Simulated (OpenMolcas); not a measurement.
# V³⁺ with 6 ligands (water): CASSCF and CASPT2 levels and susceptibility

Aim: the ligand-field states of V³⁺ in this surrounding, its lowest levels with spin-orbit coupling and its magnetic susceptibility.

Program: OpenMolcas 26.06. Level of theory: state-averaged CASSCF and CASPT2, spin-orbit coupling by RASSI with atomic mean-field integrals. These are calculated values, not measurements, unless marked.

**1. Starting point**

```
Species                           : V³⁺ (vanadium, Z = 23, 20 electrons)
Basis                             : ANO-RCC-VTZP [6s5p3d2f1g], 203 functions with the ligands
Scalar Hamiltonian                : DKH2, point nucleus
Inactive shells                   : 1s 2s 2p 3s 3p of the metal, and all ligand shells
Active space                      : 2 electrons in 5 orbitals (3d)
Some configurations of this space : 3d2
Orbitals                          : optimised for each spin and parity, averaged over all roots
```

The outer shells:

3d2
```
3d [↑ ][↑ ][  ][  ][  ]
```

V³⁺ is taken with 6 ligands (water) in octahedron coordination (Th) at 2.1 Å. Ligand basis ANO-RCC-VDZP. The distances are assumed, not relaxed.

```xyz
19

V     0.0000    0.0000    0.0000
O     2.1000    0.0000    0.0000
H     2.6770    0.7797    0.0000
H     2.6770   -0.7797    0.0000
O     0.0000    2.1000    0.0000
H     0.0000    2.6770    0.7797
H     0.0000    2.6770   -0.7797
O    -2.1000    0.0000    0.0000
H    -2.6770    0.7797    0.0000
H    -2.6770   -0.7797    0.0000
O     0.0000   -2.1000    0.0000
H     0.0000   -2.6770    0.7797
H     0.0000   -2.6770   -0.7797
O     0.0000    0.0000    2.1000
H     0.7797    0.0000    2.6770
H    -0.7797    0.0000    2.6770
O     0.0000    0.0000   -2.1000
H     0.7797    0.0000   -2.6770
H    -0.7797    0.0000   -2.6770
```

Each step is its own input file, run in one work folder so that later steps find the files of earlier ones. Labels, J, g values, rates, χT and fits are worked out afterwards by a script from the matrices that RASSI stores.

**2. One- and two-electron integrals**

File a.inp:

```
&GATEWAY
Coord
19

V 0.0 0.0 0.0
O 2.100000 0.000000 0.000000
H 2.676978 0.779741 0.000000
H 2.676978 -0.779741 0.000000
O 0.000000 2.100000 0.000000
H 0.000000 2.676978 0.779741
H 0.000000 2.676978 -0.779741
O -2.100000 0.000000 0.000000
H -2.676978 0.779741 0.000000
H -2.676978 -0.779741 0.000000
O 0.000000 -2.100000 0.000000
H 0.000000 -2.676978 0.779741
H 0.000000 -2.676978 -0.779741
O 0.000000 0.000000 2.100000
H 0.779741 0.000000 2.676978
H -0.779741 0.000000 2.676978
O 0.000000 0.000000 -2.100000
H 0.779741 0.000000 -2.676978
H -0.779741 0.000000 -2.676978
Basis=V.ANO-RCC-VTZP,H.ANO-RCC-VDZP,O.ANO-RCC-VDZP
Group=XYZ
NoMove
AngMom=0.0 0.0 0.0
AMFI
RICD
&SEWARD
```

Command:

```console
OMP_NUM_THREADS=1 MOLCAS_MEM=2457 MOLCAS_PROJECT=a pymolcas a.inp > a.log
```

**3. CASSCF: triplets of even parity, 10 roots**

File a.inp:

```
&RASSCF
FileOrb=start.orb
Symmetry=1
Spin=3
nActEl=2 0 0
Inactive=18 21
Ras2=5 0
CIRoot=10 10 1
SDav=10
CIMx=300
Iter=150 100
PrWF=0.3
OrbListing=Nothing
MaxOrb=0
LevShft=1.0
>>> COPY $Project.JobIph JOB001
```

start.orb holds start orbitals that the driver prepared beforehand, or those of the step before.

**4. CASSCF: singlets of even parity, 15 roots**

File a.inp:

```
&RASSCF
FileOrb=start.orb
Symmetry=1
Spin=1
nActEl=2 0 0
Inactive=18 21
Ras2=5 0
CIRoot=15 15 1
SDav=15
CIMx=300
Iter=150 100
PrWF=0.3
OrbListing=Nothing
MaxOrb=0
LevShft=1.0
>>> COPY $Project.JobIph JOB002
```

**5. RASSI: spin-orbit coupling between the states**

File a.inp:

```
&RASSI
NrOfJobIphs=2 10 15
1 2 3 4 5 6 7 8 9 10
1 2 3 4 5 6 7 8 9 10 11 12 13 14 15
IphNames
JOB001
JOB002
EJob
SpinOrbit
DIPRint=1.0
SOCoupling=1000.0
Subsets=2
Property=9
'ANGMOM' 1 'ANGMOM' 2 'ANGMOM' 3 'MLTPL  1' 1 'MLTPL  1' 2 'MLTPL  1' 3
'AMFI' 1 'AMFI' 2 'AMFI' 3
SOProperty=3
'ANGMOM' 1 'ANGMOM' 2 'ANGMOM' 3
```

**6. CASPT2: IPEA 0.25, imaginary shift 0.1 (closed shells correlated: 3s 3p of the metal, with ligand shells; the Frozen line counts the rest)**

File a.inp:

```
>>> COPY JOB001 $Project.JobIph
&CASPT2
Multistate=10 1 2 3 4 5 6 7 8 9 10
NoMult
Frozen=5 6
IPEA=0.25
Imaginary=0.1
MaxIter=60
WThr=0.0 0.3 0.05
PrWF=0.5
NoMix
>>> COPY JOB002 $Project.JobIph
&CASPT2
Multistate=15 1 2 3 4 5 6 7 8 9 10 11 12 13 14 15
NoMult
Frozen=5 6
IPEA=0.25
Imaginary=0.1
MaxIter=60
WThr=0.0 0.3 0.05
PrWF=0.5
NoMix
```

(Steps that only read results are left out.)

**Question.** What will these runs give? Wanted: spin-free ground state; first state of the same spin within the active space; lowest level; next level.

The runs gave:

| quantity | value |
| --- | --- |
| method | SS-CASPT2, IPEA 0.25, imaginary shift 0.1 (closed shells correlated: 3s 3p of the metal, with ligand shells; the Frozen line counts the rest) |
| spin-free ground state | 3T1, 3-fold in its orbital part |
| first state of the same spin within the active space | 3T2 at 12400 cm⁻¹ |
| lowest level | 2-fold E, g = 0.00, 0.00, 0.00 |
| next level | 6.3 cm⁻¹ |
| χT at 300 K | 0.89 cm³ K/mol |
| effective moment at 300 K | 2.67 μB |

Cost by method:

```
                                              method  time of its own steps  time with the reference
                                           A. CASSCF                   47 s                     47 s
B. SS-CASPT2, IPEA 0.25, imaginary shift 0.1, +3s 3p                  4 min                  4.8 min
```

Times are of one thread on a shared host.

In words: The spin-free ground state (3T1) comes to 95 % from free-ion F terms and keeps the highest spin of the shell. χT at 300 K is 0.89, against 1.00 cm³ K/mol for the spin alone, so spin-orbit coupling lowers it. A ligand-field fit to the states below 45000 cm-1 gives 10Dq = 13752 cm-1, B = 790 cm-1 and C = 2897 cm-1 (C/B = 3.67), with a deviation of 194 cm-1. CASPT2 does not keep the components of a term degenerate, and the means are used.
